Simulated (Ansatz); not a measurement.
# Mg (diamond type): a single-point run

Aim: a sound single-point run of Mg (diamond type). The structure is shown as the input types it.

Computed with Ansatz 0.2.0 (DFT, PBEsol, PAW with Ansatz's default frozen-core files, scalar-relativistic, unless a step's input says otherwise).

2 further runs of the same task are left out: 2 that didn't finish. Runs told in other sessions of the task aren't counted.

**1. The system as given**

Symmetry: R-3m, No. 166, trigonal system. The conventional cell has a = 3.030 Å, b = 3.030 Å, c = 7.422 Å, α = 90.00°, β = 90.00°, γ = 120.00°. Around Mg (site symmetry 3m) lie 1 Mg at 1.52 Å.

Coordinates:

```
CELL_PARAMETERS angstrom
0.00000 2.14243 2.14243
2.14243 0.00000 2.14243
2.14243 2.14243 0.00000
ATOMIC_POSITIONS crystal
Mg 0.80750 0.89750 0.89750
Mg 0.19250 0.10250 0.10250
```

**2. The run**

Input file input.yaml:

```yaml
crystal:
  lattice:
    - [0.0, 2.14243311, 2.14243311]
    - [2.14243311, 0.0, 2.14243311]
    - [2.14243311, 2.14243311, 0.0]
  atoms:
    - { symbol: Mg, position: [-0.1925, -0.1025, -0.1025] }
    - { symbol: Mg, position: [0.1925, 0.1025, 0.1025] }
kpoints:
  mp_grid: { grid: [9, 9, 9] }
scf:
  occupations: { method: fermi_dirac, width: 0.05 }
  max_iter: 50
hamiltonian:
  xc: pbesol
  pseudopotentials: { kind: paw }
output:
  forces: true
  stress: true
  eigenvalues: true
  populations: true
```

On the command line:

```
> ansatz run input.yaml --threads 1 --pin off --max-ram 2048MiB --backend cpu --events-out ev --progress --plain --runs-dir out
```

Q: Will this input give a usable result? If not, why, and what should change?

The run converged and reported no error. It gives a pressure of 189 GPa and a largest force of 8.6 eV/Å, which is large; a structure far from rest gives such values too, whatever the setting.

The structure was scaled down until the atoms press into each other. The shortest distance in the input is 1.52 Å, between atoms 1 (Mg) and 2 (Mg).

The cure: use the intended lattice or bond lengths.
